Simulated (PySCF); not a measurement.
# The bond of Cs₂−, level by level

One table from this session's results is given with a row withheld; the runs are named, their logs left out.

Method: Cs def2-SVPD with ECP46, scalar-relativistic core potentials; program: PySCF 2.14.0.

4 further runs of the same task are left out: 4 set aside as unsound or not needed.

Set-up of the first run:

A driver script around PySCF takes these settings:

| Quantity | Value |
| --- | --- |
| atoms | Cs, Cs |
| charge | -1 |
| basis | Cs def2-SVPD with ECP46 |
| Hamiltonian | scalar-relativistic core potentials |
| basis functions | 54 |
| electrons treated | 19 |
| masses in u | 132.9054, 132.9054 |
| levels | PBE0, PBE, r²SCAN, r²SCAN0, PW91, M06, MP2, SCS-MP2 |
| grid | 80 radial by 434 angular points |
| occupations | held fixed by the projection of orbital angular momentum |
| dissociation limit | Cs + Cs−, each in its ground configuration |
| starting distance in angstrom | 4.510 |
| values of 2S to try | 1, 3 |

Run with:

```
OMP_NUM_THREADS=1 python dia.py task.json out
```

Among the steps run: The job; PBE0 along the bond; PBE; r²SCAN (meta-GGA); r²SCAN0 (hybrid meta-GGA); PW91 (GGA); M06.

One table of the session follows, with a row left open; its other results are not shown here.

Energy (eV) from each level's lowest point:

```
R (Å)  ROHF-MP2  ROHF-SCS-MP2    PBE   PW91  r²SCAN
4.597     0.050         0.062  0.052  0.050   0.079
4.811     0.021         0.030  0.022  0.020   0.042
5.024     0.005         0.010  0.006  0.005   0.018
5.185     0.000         0.003  0.001  0.000   0.007
5.345     0.000         0.000  0.000  0.000   0.001
5.505     0.004         0.001  0.003  0.003   0.000
5.719     0.014         0.009  0.011  0.012   0.004
5.986         ?             ?      ?      ?       ?
6.307     0.058         0.047  0.046  0.048   0.032
6.735     0.097         0.082  0.075  0.078   0.061
```

**Question.** Estimate the row for R (Å) = 5.986.

Worked estimate for «ROHF-MP2». A straight line through the neighbours (5.719, 0.014) and (6.307, 0.058) gives 0.014 + (0.058 − 0.014) × (5.986 − 5.719) / (6.307 − 5.719) = 0.034; a parabola fitted to 4 rows on both sides gives 0.032.

**Answer.** ROHF-MP2: 0.032; ROHF-SCS-MP2: 0.023; PBE: 0.026; PW91: 0.027; r²SCAN: 0.014. In «ROHF-MP2» the line misses by +0.002 and the parabola by 0.000.
